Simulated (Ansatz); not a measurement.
# CH4ClIn: the cost of one run

Program: Ansatz 0.2.0. Level of theory: RHF/def2-SVP. These are calculated values, not measurements.

## Step 1: Reference run: CH4ClIn, relaxed

Input file input.yaml:

```yaml
crystal:
  periodic: [false, false, false]
  atoms:
    - { symbol: In, position_ang: [1.509532, -1.101371, 0.254226] }
    - { symbol: C, position_ang: [-0.189661, 0.669928, -0.426095] }
    - { symbol: H, position_ang: [-0.625977, -0.31047, 0.440344] }
    - { symbol: Cl, position_ang: [-0.297133, -2.133455, 1.691471] }
    - { symbol: H, position_ang: [0.091438, 0.273383, -1.420262] }
    - { symbol: H, position_ang: [0.606809, 1.300396, 0.011792] }
    - { symbol: H, position_ang: [-1.094909, 1.30169, -0.551576] }
basis:
  gaussian: { orbitals: def2-SVP }
hamiltonian:
  xc: hf
output:
  forces: true
relax:
  f_tol: 0.02
  max_steps: 120
  constraints: [{ distance: [1, 2] }, { distance: [0, 1] }, { distance: [0, 2] }]
  escape_saddle: false
```

Started as:

```bash
$ ansatz run input.yaml --threads 1 --pin off --max-ram 2560MiB --backend cpu --events-out ev --progress --plain --runs-dir out
```

What time and memory should one allow on 1 thread of Arm Neoverse V1, shared host?

About 8.4 s, with a peak of 0.15 GiB.
